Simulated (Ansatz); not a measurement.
# C2H4AlBr: small, medium and large basis sets

The task here is to estimate one member of a computed series from the others.

Computed with Ansatz 0.2.0, Gaussian basis. Level: one geometry, several basis sets.

The runs, in order: PBE0-D4/def2-SVP; ωB97M-V/def2-SVP; PBE0-D4/def2-QZVPP; ωB97M-V/def2-QZVPP; the functionals' def2-TZVPP values are taken from earlier runs.

## Structure used throughout

An earlier PBE0-D4 in a triple-zeta def2 set relaxation fixed the geometry.

8 atoms, charge 0, spin multiplicity 1.

Atoms are counted from 1 here; the program's logs count them from 0.

Bond lengths: Br1–C2 2.066 Å, Br1–Al4 2.533 Å, C2–C3 1.535 Å, C2–Al4 1.897 Å, C2–H5 1.085 Å, C3–Al4 1.932 Å, C3–H6 1.090 Å, C3–H7 1.096 Å, Al4–H8 1.568 Å. Angles: C2–Br1–Al4 47.4°, Br1–C2–C3 103.3°, Br1–C2–Al4 79.3°, Br1–C2–H5 105.5°, C3–C2–Al4 67.6°, C3–C2–H5 124.8°, Al4–C2–H5 163.7°, C2–C3–Al4 65.2°, C2–C3–H6 119.7°, C2–C3–H7 107.9°, Al4–C3–H6 130.8°, Al4–C3–H7 113.0°, H6–C3–H7 110.8°, Br1–Al4–C2 53.3°, Br1–Al4–C3 77.8°, Br1–Al4–H8 122.9°, C2–Al4–C3 47.3°, C2–Al4–H8 149.8° and more.

The first run:

in.yaml reads:

```yaml
crystal:
  periodic: [false, false, false]
  atoms:
    - {symbol: Br, position_ang: [-2.017785, 0.639409, -0.042113]}
    - {symbol: C, position_ang: [-0.105000, 0.387131, -0.781240]}
    - {symbol: C, position_ang: [0.763255, 0.362884, 0.484964]}
    - {symbol: Al, position_ang: [-0.314005, -1.217645, 0.209421]}
    - {symbol: H, position_ang: [-0.006994, 1.109615, -1.584680]}
    - {symbol: H, position_ang: [0.675327, 1.166099, 1.216115]}
    - {symbol: H, position_ang: [1.805933, 0.229457, 0.175905]}
    - {symbol: H, position_ang: [-0.708532, -2.733951, 0.265728]}
basis:
  gaussian: {orbitals: def2-SVP}
hamiltonian: {xc: pbe0, dispersion: d4}
output: {orbitals: {seedname: orbitals}}
```

Launch:

```console
> ansatz run in.yaml --threads 2 --pin off --events-out ev --progress --plain --max-ram 4352MiB
```

Among the steps run: PBE0-D4 in def2-SVP; ωB97M-V in def2-SVP; PBE0-D4 in def2-QZVPP; ωB97M-V in def2-QZVPP.

One of the session's tables, all rows but one given; the rest of the session is left out.

It belongs to the step «Functionals by basis». 

```
functional       basis  HOMO (eV)
   PBE0-D4    def2-SVP      -6.26
   PBE0-D4  def2-TZVPP      -6.31
   PBE0-D4  def2-QZVPP      -6.32
   ωB97M-V    def2-SVP          ?
   ωB97M-V  def2-TZVPP      -8.48
   ωB97M-V  def2-QZVPP      -8.49
```

Q: Estimate the row for ωB97M-V, def2-SVP from the others.

The run gave: HOMO (eV): -8.41. In the column «HOMO (eV)» it lies between ωB97M-V, def2-TZVPP (-8.48) and PBE0-D4, def2-QZVPP (-6.32).
